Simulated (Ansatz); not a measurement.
# C2H3FSi: how energies converge with the basis set

Aim: see how fast density functionals converge with the basis set for C2H3FSi.

Program: Ansatz 0.2.0, Gaussian basis. Level of theory: one geometry, several basis sets. These are calculated values, not measurements.

Plan: PBE0-D4/def2-SVP; ωB97M-V/def2-SVP; PBE0-D4/def2-QZVPP; ωB97M-V/def2-QZVPP; the functionals' def2-TZVPP values are taken from earlier runs.

## Step 1: The relaxed structure

The geometry comes from an earlier relaxation with PBE0-D4 in a triple-zeta def2 set; it is a stationary point, not always the lowest conformer.

SMILES `F[SiH]1C=C1`, 7 atoms, charge 0, spin multiplicity 1.

Atoms are counted from 1 here; the program's logs count them from 0.

Bond lengths: F1–Si2 1.595 Å, Si2–C3 1.780 Å, Si2–C4 1.780 Å, Si2–H5 1.472 Å, C3–C4 1.347 Å, C3–H6 1.084 Å, C4–H7 1.084 Å. Angles: F1–Si2–C3 122.3°, F1–Si2–C4 122.3°, F1–Si2–H5 105.7°, C3–Si2–C4 44.5°, C3–Si2–H5 125.7°, C4–Si2–H5 125.7°, Si2–C3–C4 67.8°, Si2–C3–H6 158.3°, C4–C3–H6 133.9°, Si2–C4–C3 67.8°, Si2–C4–H7 158.3°, C3–C4–H7 133.9°.

## Step 2: PBE0-D4 in def2-SVP

Contents of in.yaml:

```yaml
crystal:
  periodic: [false, false, false]
  atoms:
    - {symbol: F, position_ang: [-1.834760, -1.249659, 0.027483]}
    - {symbol: Si, position_ang: [-0.739719, -0.201894, -0.470201]}
    - {symbol: C, position_ang: [0.317130, 0.677847, 0.660762]}
    - {symbol: C, position_ang: [0.969318, -0.309471, 0.017207]}
    - {symbol: H, position_ang: [-1.235951, 0.309836, -1.758114]}
    - {symbol: H, position_ang: [0.602623, 1.397176, 1.419423]}
    - {symbol: H, position_ang: [1.982559, -0.691836, 0.057740]}
basis:
  gaussian: {orbitals: def2-SVP}
hamiltonian: {xc: pbe0, dispersion: d4}
output: {orbitals: {seedname: orbitals}}
```

On the command line:

```bash
$ ansatz run in.yaml --threads 2 --pin off --events-out ev --progress --plain --max-ram 4352MiB
```

After this run come: ωB97M-V in def2-SVP; PBE0-D4 in def2-QZVPP; ωB97M-V in def2-QZVPP.

Before running them: what should the planned runs give, taken together? Wanted: PBE0-D4: double and triple zeta above quadruple; ωB97M-V: double and triple zeta above quadruple.

The runs gave:

```
                                       quantity          value
PBE0-D4: double and triple zeta above quadruple  9.27, 0.54 eV
ωB97M-V: double and triple zeta above quadruple  9.39, 0.50 eV
```

**Reading.** For PBE0-D4 the step from double to triple zeta gains 8.72 eV and the next only 0.54 eV. These are total energies; as a rule much of such shifts cancels in differences, which this series doesn't test. The LUMO of ωB97M-V is positive and keeps falling with the basis (1.99 to 1.41 eV): an unbound level that the basis holds in place.
